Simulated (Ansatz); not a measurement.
**TeBr2 (TeBr₂): geometry optimisation**

Aim: relax TeBr2 (TeBr₂) at this level.

Program: Ansatz 0.2.0. Level of theory: RKS PBE0-D4/def2-SVPD. These are calculated values, not measurements.

1 further run of the same task is left out (set aside as unsound or not needed).

## 1. The starting structure

3 atoms, charge 0, spin multiplicity 1.

Atoms are counted from 1 here; the program's logs count them from 0.

Bond lengths: Te1–Br2 2.485 Å, Te1–Br3 2.485 Å. Angles: Br2–Te1–Br3 97.6°.

Coordinates:

```xyz
3
charge 0, multiplicity 1
Te    0.00521   -0.00710   -1.09057
Br    1.86755   -0.01816    0.55432
Br   -1.87276    0.02525    0.53625
```

## 2. Relaxation

File input.yaml:

```yaml
crystal:
  periodic: [false, false, false]
  atoms:
    - { symbol: Te, position_ang: [0.00521, -0.0071, -1.09057] }
    - { symbol: Br, position_ang: [1.86755, -0.01816, 0.55432] }
    - { symbol: Br, position_ang: [-1.87276, 0.02525, 0.53625] }
basis:
  gaussian: { orbitals: def2-SVPD }
hamiltonian:
  xc: pbe0
  dispersion: d4
output:
  forces: true
relax:
  f_tol: 0.003
  max_steps: 120
```

Run with:

```console
> ansatz run input.yaml --threads 1 --pin off --max-ram 2560MiB --backend cpu --events-out ev --progress --plain --runs-dir out
```

Q: Predict the outcome of this session. Wanted: energy gained; root mean square move; dipole moment.

As calculated:

```
             quantity      value
        energy gained  0.0101 eV
root mean square move    0.044 Å
        dipole moment     1.57 D
```

Bond lengths: Te1–Br2 2.505 Å, Te1–Br3 2.505 Å. Angles: Br2–Te1–Br3 100.2°. No frequencies were computed here.
